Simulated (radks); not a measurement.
# Sc⁺ in [Ne] 3s2 3p5 3d1 4s2: an all-electron calculation

Wanted: eigenvalues, radial structure and energy terms of the scandium ion Sc+.

Method: non-relativistic Kohn-Sham, Wu-Cohen GGA, spin-polarised, spherical densities, point nucleus; open shells are filled with parallel spins first. Code: radks (a radial shooting solver on a logarithmic mesh, Libxc functionals) version 1.

## Step 1: What is computed

```
element       : scandium (Z = 21)
charge        : +1
electrons     : 20
configuration : [Ne] 3s2 3p5 3d1 4s2
```

The outer shells:

Sc⁺
```
[Ne] core
3s [↑↓]
3p [↑↓][↑↓][↑ ]
3d [↑ ][  ][  ][  ][  ]
4s [↑↓]
```

## Step 2: The run

Settings of this run:

```text
Z 21
configuration [Ne] 3s2 3p5 3d1 4s2
relativity non-relativistic
functional wc,pbe
spin polarised
nucleus point
```

What does the calculation give?

As calculated:

```
                        quantity                     value
                    total energy        -758.60733 hartree
exchange-correlation share of it                    4.99 %
                            −T/E                    0.9991
          highest occupied level       4s down, -11.265 eV
    most extended occupied level  4s down, <r> = 3.16 bohr
 radius at density 0.001 e/bohr³                 4.52 bohr
    maxima of the radial density                         3
```

**Reading.** 4 principal shells are occupied and 3 maxima appear in the radial density; where shells overlap, one shows as a shoulder or not at all. The ratio −T/E is 0.9991; for a non-relativistic Coulomb system it is 1 up to the kinetic part of correlation. This is not the tabulated ground configuration, so its levels and sizes aren't those of the ground state, and no measured value stands beside it.
